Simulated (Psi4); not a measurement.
**CCSD/6-31G(d) (spherical functions) run of BSiH4O2F (SMILES OB(F)O[SiH3])**

Aim: the energy change on altering one bond length of BSiH4O2F at CCSD/6-31G* (spherical functions), from 2 runs. 

Program for the calculation: Psi4 1.11.

12 further runs of the same task are left out: 12 that didn't finish.

**1. The system as given**

The species is BSiH4O2F (9 atoms), meant as a singlet with charge 0. As SMILES, `OB(F)O[SiH3]`. Geometry: relaxed at PBE0-D4/def2-TZVP. This is one conformer, not always the lowest.

Bond lengths: O1–B2 1.359 Å, B2–F3 1.334 Å, B2–O4 1.348 Å, O4–Si5 1.655 Å, O1–H6 0.960 Å, Si5–H7 1.480 Å, Si5–H8 1.484 Å, Si5–H9 1.484 Å. Some angles: O1–B2–F3 120.0°, O1–B2–O4 121.1°, F3–B2–O4 118.9°, B2–O4–Si5 131.9°, B2–O1–H6 113.4°, O4–Si5–H7 106.4°, O4–Si5–H8 110.2°, O4–Si5–H9 110.2°, H7–Si5–H8 110.1°, H7–Si5–H9 110.1°.

**2. A single-point energy at CCSD/6-31G(d) (spherical functions)**

calc.py

```python
import psi4

psi4.set_memory(2200000000)
psi4.set_num_threads(1)
psi4.core.set_output_file('output.dat', False)

mol = psi4.geometry("""
0 1
O     -1.614100     0.556700     0.394000
B     -0.395400     1.157100     0.352700
F     -0.277300     2.450800     0.657900
O      0.708900     0.466900     0.006200
Si     0.934200    -1.114900    -0.425000
H     -2.322500     1.149900     0.654100
H      2.381900    -1.273900    -0.690900
H      0.154500    -1.427600    -1.647800
H      0.518200    -2.011000     0.681800
symmetry c1
no_reorient
no_com
""")

psi4.set_options(dict(reference='rhf', puream=True, e_convergence=1e-09, d_convergence=1e-08, scf_type='pk', num_frozen_docc=9))

e_tot, wfn = psi4.energy("ccsd/6-31G*", return_wfn=True)
print('E =', round(e_tot, 9))
```

Command:

```sh
$ python calc.py
```

output.dat:

```text
[...]
  Running in c1 symmetry.
[...]
  Nuclear repulsion =  222.106225101530896
[...]
  Multiplicity = 1
[...]
  Nalpha       = 24
  Nbeta        = 24
[...]
    Number of basis functions: 82
[...]
   @RHF iter   1:  -565.17041050619832   -1.10847e+00   6.92213e-03 ADIIS/DIIS
[...]
   @RHF iter  11:  -565.30412931885610   -6.70752e-12   7.56080e-09 DIIS
[...]
    Orbital Energies [Eh]
    ---------------------
    Doubly Occupied:
       1A    -68.794286     2A    -26.292490     3A    -20.587932
       4A    -20.569932     5A     -7.703851     6A     -6.152140
       7A     -4.258807     8A     -4.257517     9A     -4.257488
      10A     -1.606263    11A     -1.392438    12A     -1.354219
      13A     -0.814577    14A     -0.765336    15A     -0.748736
      16A     -0.679060    17A     -0.678554    18A     -0.621779
      19A     -0.583418    20A     -0.576580    21A     -0.559872
      22A     -0.533290    23A     -0.472671    24A     -0.467132
[...]
  @RHF Final Energy:  -565.30412931885610
   => Energetics <=
    Nuclear Repulsion Energy =            222.1062251015308959
    One-Electron Energy =               -1225.3639709817102812
    Two-Electron Energy =                 437.9536165613233152
    Total Energy =                       -565.3041293188560985
[...]
 Multipole Moments:
 ------------------------------------------------------------------------------------
     Multipole            Electronic (a.u.)      Nuclear  (a.u.)        Total (a.u.)
 ------------------------------------------------------------------------------------
 L = 1.  Multiply by 2.5417464519 to convert [e a0] to [Debye]
 Dipole X            :         -4.4789226            3.9619998           -0.5169228
 Dipole Y            :        -32.0629927           31.8613494           -0.2016433
 Dipole Z            :         -7.4018636            7.4330487            0.0311851
 Magnitude           :                                                    0.5557353
[...]
      * MP2 total energy                      = -565.970845008682204
[...]
      * CCSD total energy                     = -565.999509510662961
```

Standard output:

```text
E = -565.999509511
```

It took 12 s on 1 thread of AMD EPYC 9R45 (Zen 5), shared host; peak memory 0.46 GiB.

**3. The distorted shape at the same level**

job.json

```json
{
  "schema_name": "qcschema_input",
  "schema_version": 1,
  "molecule": {
    "schema_name": "qcschema_molecule",
    "schema_version": 2,
    "symbols": ["O", "B", "F", "O", "Si", "H", "H", "H", "H"],
    "geometry": [-2.31353878, 1.34745221, 1.8998664, -0.01052955, 2.48204377, 1.82182071, 0.2126471, 4.92678246, 2.39856512, 2.07629501, 1.1777548, 1.1670306, 2.5020503, -1.81141398, 0.3521807, -3.65222077, 2.46843774, 2.39138416, 5.23780681, -2.11188044, -0.15029748, 0.29196269, -2.69777302, -3.11389071, 1.71592423, -3.50479756, 2.44372957],
    "molecular_charge": 0,
    "molecular_multiplicity": 1,
    "fix_symmetry": "c1",
    "fix_com": true,
    "fix_orientation": true
  },
  "driver": "energy",
  "model": {
    "method": "ccsd",
    "basis": "6-31G*"
  },
  "keywords": {
    "puream": true,
    "e_convergence": 1e-09,
    "d_convergence": 1e-08,
    "scf_type": "pk",
    "num_frozen_docc": 9
  }
}
```

Command:

```sh
$ psi4 --qcschema job.json -n 1 --memory 2200MB
```

stdout:

```text
[...]
  Running in c1 symmetry.
[...]
  Nuclear repulsion =  219.717760316611418
[...]
  Multiplicity = 1
[...]
  Nalpha       = 24
  Nbeta        = 24
[...]
    Number of basis functions: 82
[...]
   @RHF iter   1:  -565.08521812384174   -1.22030e+00   6.90450e-03 ADIIS/DIIS
[...]
   @RHF iter  11:  -565.21882227814365   -1.26192e-11   8.35544e-09 DIIS
[...]
    Orbital Energies [Eh]
    ---------------------
    Doubly Occupied:
       1A    -68.847971     2A    -26.299290     3A    -20.592514
       4A    -20.588676     5A     -7.713280     6A     -6.197799
       7A     -4.304482     8A     -4.303289     9A     -4.303046
      10A     -1.612862    11A     -1.400651    12A     -1.367136
      13A     -0.824820    14A     -0.770576    15A     -0.755385
      16A     -0.686059    17A     -0.679000    18A     -0.625376
      19A     -0.588233    20A     -0.583027    21A     -0.573373
      22A     -0.536379    23A     -0.489304    24A     -0.378402
[...]
  @RHF Final Energy:  -565.21882227814365
   => Energetics <=
    Nuclear Repulsion Energy =            219.7177603166114181
    One-Electron Energy =               -1219.8313081126627822
    Two-Electron Energy =                 434.8947255179077160
    Total Energy =                       -565.2188222781435343
[...]
 Multipole Moments:
 ------------------------------------------------------------------------------------
     Multipole            Electronic (a.u.)      Nuclear  (a.u.)        Total (a.u.)
 ------------------------------------------------------------------------------------
 L = 1.  Multiply by 2.5417464519 to convert [e a0] to [Debye]
 Dipole X            :        -38.8049521           38.5854032           -0.2195490
 Dipole Y            :        -45.7859661           45.7471081           -0.0388580
 Dipole Z            :        -61.1750671           61.7328210            0.5577539
 Magnitude           :                                                    0.6006672
[...]
      * MP2 total energy                      = -565.893750682919745
[...]
      * CCSD total energy                     = -565.929671032465762
[...]
```

The result, in JSON:

```text
{
 "driver": "energy",
 "model": {
  "method": "ccsd",
  "basis": "6-31G*"
 },
 "success": true,
 "return_result": -565.9296710324658,
 "properties": {
  "calcinfo_nbasis": 82,
  "calcinfo_nmo": 82,
  "calcinfo_nalpha": 24,
  "calcinfo_nbeta": 24,
  "calcinfo_natom": 9,
  "nuclear_repulsion_energy": 219.71776031661142,
  "return_energy": -565.9296710324658,
  "scf_one_electron_energy": -1219.8313081126628,
  "scf_two_electron_energy": 434.8947255179077,
  "scf_dipole_moment": [-0.21954896856183836, -0.038858030388311704, 0.5577539165482648],
  "scf_total_energy": -565.2188222781436,
  "scf_iterations": 11,
  "mp2_same_spin_correlation_energy": -0.17665621205386006,
  "mp2_opposite_spin_correlation_energy": -0.4982721927228555,
  "mp2_singles_energy": -1.7691799527148695e-27,
  "mp2_doubles_energy": -0.6749284047767156,
  "mp2_correlation_energy": -0.6749284047767156,
  "mp2_total_energy": -565.8937506829197,
  "ccsd_same_spin_correlation_energy": -0.15795083569260393,
  "ccsd_opposite_spin_correlation_energy": -0.5528979186300602,
  "ccsd_singles_energy": 0.0,
  "ccsd_doubles_energy": -0.7108487543226641,
  "ccsd_correlation_energy": -0.7108487543226638,
  "ccsd_total_energy": -565.9296710324658,
  "ccsd_iterations": 17
 }
}
```

It took 12 s on 1 thread of AMD EPYC 9R45 (Zen 5), shared host; peak memory 0.46 GiB.

**4. What came out**

At CCSD/6-31G* (spherical functions), 9 core orbitals frozen:

| quantity | value |
| --- | --- |
| first shape: total energy | -565.99951 Eh |
| first shape: HOMO energy (Hartree–Fock orbitals) | -12.71 eV |
| first shape: LUMO energy (Hartree–Fock orbitals) | 3.72 eV |
| first shape: HOMO–LUMO gap (Hartree–Fock orbitals) | 16.43 eV |
| first shape: correlation energy (9 core orbitals frozen) | -695.4 mEh |
| first shape: T1 diagnostic | 0.013 |
| distorted shape: total energy | -565.92967 Eh |
| distorted shape: HOMO energy (Hartree–Fock orbitals) | -10.30 eV |
| distorted shape: LUMO energy (Hartree–Fock orbitals) | 2.59 eV |
| distorted shape: HOMO–LUMO gap (Hartree–Fock orbitals) | 12.89 eV |
| distorted shape: correlation energy (9 core orbitals frozen) | -710.8 mEh |
| distorted shape: T1 diagnostic | 0.015 |
| energy change with the Si5–H8 bond stretched from 1.484 to 2.225 Å | 1.900 eV |

With the Si5–H8 bond stretched from 1.484 to 2.225 Å the energy rises by 1.90 eV (44 kcal/mol). The first shape isn't relaxed at this level, so the change isn't measured from a minimum.
